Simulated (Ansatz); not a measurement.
**Ge3C3N8: the band gap up the ladder of functionals**

The task here is to estimate one member of a computed series from the others.

Code: Ansatz 0.2.0. PAW datasets, plane waves. The cell comes from a prototype generator: it can be a known phase or a hypothetical one. Spin polarisation is off.

## The structure to begin with

The cell was relaxed beforehand with r2SCAN.

Space group Pm (No. 6), monoclinic; a = 7.017 Å, b = 2.796 Å, c = 7.297 Å, β = 112.4° in the conventional setting, 9.45 Å³ an atom. Around Ge lie 4 N at 1.75–1.92 Å; around Ge lie 4 N at 1.79–1.84 Å; around C lie 3 N at 1.28–1.56 Å; around Ge lie 4 N at 1.81–1.91 Å; around C lie 2 N at 1.37–1.43 Å.

Structure file:

```cif
data_structure
_symmetry_space_group_name_H-M 'P 1'
_symmetry_Int_Tables_number 1
_cell_length_a 7.2971
_cell_length_b 2.7959
_cell_length_c 7.0174
_cell_angle_alpha 90.000
_cell_angle_beta 112.438
_cell_angle_gamma 90.000
_cell_volume 132.33
loop_
_atom_site_label
_atom_site_type_symbol
_atom_site_fract_x
_atom_site_fract_y
_atom_site_fract_z
_atom_site_occupancy
Ge1 Ge 0.60215 0.50000 0.80569 1
Ge2 Ge 0.76198 0.00000 0.24627 1
C1 C 0.91106 0.00000 0.72047 1
Ge3 Ge 0.17852 0.50000 0.36003 1
C2 C 0.23168 0.50000 0.79248 1
C3 C 0.37470 0.00000 0.15341 1
N1 N 0.32886 0.50000 0.65063 1
N2 N 0.54623 0.00000 0.30799 1
N3 N 0.80931 0.50000 0.70002 1
N4 N 0.68851 0.00000 0.96514 1
N5 N 0.09410 0.00000 0.74458 1
N6 N 0.92549 0.50000 0.34638 1
N7 N 0.20321 0.00000 0.20798 1
N8 N 0.34421 0.50000 0.99893 1
```

The first run:

Input file input.yaml:

```yaml
crystal:
  lattice:
    - [7.276438384, 0.0, 0.5483706601]
    - [0.0, 2.7958692431, 0.0]
    - [-3.1582549545, 0.0, 6.2665360765]
  atoms:
    - { symbol: Ge, position: [0.6021504037, 0.5, 0.8056898781] }
    - { symbol: Ge, position: [0.7619765282, 0.0, 0.2462659169] }
    - { symbol: C, position: [0.9110558142, 0.0, 0.7204702244] }
    - { symbol: Ge, position: [0.1785227957, 0.5, 0.3600256961] }
    - { symbol: C, position: [0.2316770301, 0.5, 0.7924827418] }
    - { symbol: C, position: [0.3746986861, 0.0, 0.1534069351] }
    - { symbol: "N", position: [0.3288573769, 0.5, 0.6506317776] }
    - { symbol: "N", position: [0.5462322758, 0.0, 0.3079902306] }
    - { symbol: "N", position: [0.8093107601, 0.5, 0.7000223178] }
    - { symbol: "N", position: [0.6885119425, 0.0, 0.9651409147] }
    - { symbol: "N", position: [0.0941015602, 0.0, 0.744584899] }
    - { symbol: "N", position: [0.9254872215, 0.5, 0.3463757165] }
    - { symbol: "N", position: [0.2032076954, 0.0, 0.207984245] }
    - { symbol: "N", position: [0.3442099098, 0.5, -0.0010714936] }
kpoints:
  mp_grid: { grid: [4, 10, 4] }
  band_path:
    path:
      - [0.0, 0.0, 0.0]
      - [-5.445517731364e-18, -0.5, -1.916443026526e-34]
      - [0.5, -0.5, 5.564214425018e-18]
      - [0.5, -9.864234573299e-36, 5.564214425018e-18]
      - [0.0, 0.0, 0.0]
      - [0.5, -3.899611680346e-19, -0.5]
      - [0.5, -0.5, -0.5]
      - [-5.445517731364e-18, -0.5, -1.916443026526e-34]
      - [-2.298232189306e-17, -0.5, -0.5]
      - [-2.298232189306e-17, -3.899611680346e-19, -0.5]
      - [0.0, 0.0, 0.0]
    npoints: 10
hamiltonian:
  xc: pbe
scf:
  occupations: { method: fermi_dirac, width: 0.02 }
  n_extra_bands: 7
output:
  forces: true
  stress: true
  eigenvalues: true
```

Steps of the session up to this table: PBE band path; Single point with r2SCAN; Single point with HSE06; Single point with PBE+SOC.

One of the session's tables, all rows but one given; the rest of the session is left out.

| level | gap (eV) |
| --- | --- |
| PBE | 0.02 |
| r2SCAN | 0.06 |
| HSE06 | ? |
| PBE+SOC | 0.02 |

**Question.** Estimate the row for HSE06.

The run gave: gap (eV): 0.91. In the column «gap (eV)» it is the highest.

Meshes: PBE 4×10×4, r2SCAN 4×10×4, HSE06 2×6×2, PBE+SOC 4×10×4

What this shows: The gap runs from 0.02 eV (PBE+SOC) to 0.91 eV (HSE06). Against HSE06, PBE is short by 0.89 eV, at 3 % of it, and r2SCAN 6 %.

To keep in mind: Warnings in the runs' records: stress scf threshold loose, stress exchange threshold loose.
